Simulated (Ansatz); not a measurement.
# C2H6In (SMILES C[In]C) at UBLYP/def2-SVPD (core potential)

What is the vertical ionisation energy of C2H6In at UBLYP/def2-SVPD (core potential)? 

Program for the calculation: Ansatz 0.2.0.

33 further runs of the same task are left out: 33 set aside as unsound or not needed.

## 1. Starting point

The species is C2H6In (9 atoms), meant as a doublet with charge 0. SMILES: `C[In]C`. The coordinates come from a PBE0-D4/def2-TZVP relaxation.

Bond lengths: C1–In2 2.198 Å, In2–C3 2.198 Å, C1–H4 1.093 Å, C1–H5 1.089 Å, C1–H6 1.093 Å, C3–H7 1.093 Å, C3–H8 1.089 Å, C3–H9 1.093 Å. Some angles: C1–In2–C3 117.7°, In2–C1–H4 108.5°, In2–C1–H5 112.1°, In2–C1–H6 108.5°, In2–C3–H7 108.5°, In2–C3–H8 112.1°, In2–C3–H9 108.5°, H4–C1–H5 109.5°, H4–C1–H6 108.7°, H5–C1–H6 109.5°.

## 2. A single-point energy at UBLYP/def2-SVPD (core potential)

Contents of run.yaml:

```yaml
crystal:
  periodic: [false, false, false]
  atoms:
    - symbol: C
      position_ang: [0.456290, 1.815870, 0.183390]
    - symbol: In
      position_ang: [0.277560, 0.050300, -1.113490]
    - symbol: C
      position_ang: [-0.450470, -1.814830, -0.206650]
    - symbol: H
      position_ang: [-0.527030, 2.036110, 0.607180]
    - symbol: H
      position_ang: [0.821920, 2.686500, -0.358540]
    - symbol: H
      position_ang: [1.143860, 1.578810, 0.999510]
    - symbol: H
      position_ang: [-1.445190, -1.633350, 0.208840]
    - symbol: H
      position_ang: [-0.500920, -2.628420, -0.928380]
    - symbol: H
      position_ang: [0.223960, -2.091000, 0.608130]
basis:
  gaussian:
    orbitals: def2-SVPD
magnetization:
  spin_polarized: true
  initial_magnetization: 1
hamiltonian:
  xc: {name: BLYP}
accuracy: high
output: {orbitals: {seedname: orbitals}}
```

On the command line:

```console
$ ansatz run run.yaml --threads 1 --pin off --max-ram 3480MiB --events-out events.jsonl --progress --plain --runs-dir runs
```

What it wrote:

```text
Warning: RAYON_NUM_THREADS=1 ignored (pool sized by the plan → 1); use --threads N
Functional definition: BLYP
  name "BLYP"
  parameter beta = 0.0042
  parameter a = 0.04918
  parameter b = 0.132
  parameter c = 0.2533
  parameter d = 0.349
  exchange = b88_x(beta = beta)
  correlation = lyp_c(a = a, b = b, c = c, d = d)
2623 factors; integrals over basis functions are off by at most 2.6e-9 eV
mean field evaluation 1: about -7321.2917 eV, gradient 6.0e1 eV
mean field evaluation 2: about -7259.1260 eV, gradient 9.5e1 eV
mean field evaluation 4: about -7340.2053 eV, gradient 4.3e0 eV
mean field evaluation 8: about -7340.3696 eV, gradient 5.2e-2 eV
mean field evaluation 16: about -7340.3697 eV, gradient 5.9e-6 eV
mean field -7340.36966044 eV, -269.7536095398 hartree, gradient 6.3e-8 eV, S^2 0.751349; 0 other end points of the search recorded, 0 dependent functions left out
reference -7340.36972255 eV, -269.7536118225 hartree; 20, 19 occupied and 100, 101 virtual orbitals, 2623 factors
Total energy: -7340.36972255 eV, -269.7536118225 hartree
```

It took 18 s on 1 thread of Arm Neoverse V1, shared host; peak memory 0.45 GiB.

## 3. The singlet cation, same level

Edit run.yaml of step 2 so:

```diff
@@ -22,9 +22,5 @@
 basis:
-  gaussian:
-    orbitals: def2-SVPD
-magnetization:
-  spin_polarized: true
-  initial_magnetization: 1
-hamiltonian:
-  xc: {name: BLYP}
+  gaussian: {orbitals: def2-SVPD}
+total_charge: 1
+hamiltonian: {xc: {name: BLYP}}
 accuracy: high
```

On the command line:

```console
$ ansatz run run.yaml --threads 1 --pin off --max-ram 3480MiB --events-out events.jsonl --progress --plain --runs-dir runs
```

What it wrote:

```text
Warning: RAYON_NUM_THREADS=1 ignored (pool sized by the plan → 1); use --threads N
Functional definition: BLYP
  name "BLYP"
  parameter beta = 0.0042
  parameter a = 0.04918
  parameter b = 0.132
  parameter c = 0.2533
  parameter d = 0.349
  exchange = b88_x(beta = beta)
  correlation = lyp_c(a = a, b = b, c = c, d = d)
2622 factors; integrals over basis functions are off by at most 2.6e-9 eV
mean field evaluation 1: about -7301.4351 eV, gradient 1.1e2 eV
mean field evaluation 2: about -7179.5388 eV, gradient 1.8e2 eV
mean field evaluation 4: about -7332.7441 eV, gradient 1.7e1 eV
mean field evaluation 8: about -7333.7351 eV, gradient 3.4e-1 eV
mean field evaluation 16: about -7333.7355 eV, gradient 2.0e-5 eV
mean field -7333.73548598 eV, -269.5098081253 hartree, gradient 6.8e-9 eV, S^2 0.000000; 0 other end points of the search recorded, 0 dependent functions left out
reference -7333.73554786 eV, -269.5098103994 hartree; 19, 19 occupied and 101, 101 virtual orbitals, 2622 factors
Total energy: -7333.73554786 eV, -269.5098103994 hartree
```

Wall time 12 s (1 thread of Arm Neoverse V1, shared host); peak memory 0.36 GiB.

## 4. Summary of results

At UBLYP/def2-SVPD (core potential):

```
                                          quantity          value
                      doublet C2H6In: total energy  -269.75361 Eh
doublet C2H6In: HOMO energy (highest over α and β)       -3.80 eV
 doublet C2H6In: LUMO energy (lowest over α and β)       -3.08 eV
                              doublet C2H6In: ⟨S²⟩          0.751
                      singlet cation: total energy  -269.50981 Eh
                       singlet cation: HOMO energy      -11.68 eV
                       singlet cation: LUMO energy       -9.49 eV
                     singlet cation: HOMO–LUMO gap        2.20 eV
vertical ionisation energy (to the singlet cation)       6.634 eV
```

In words: Removing an electron at fixed nuclei costs 6.63 eV (640 kJ/mol). Only the singlet of the ionised species was computed; a triplet could lie lower.
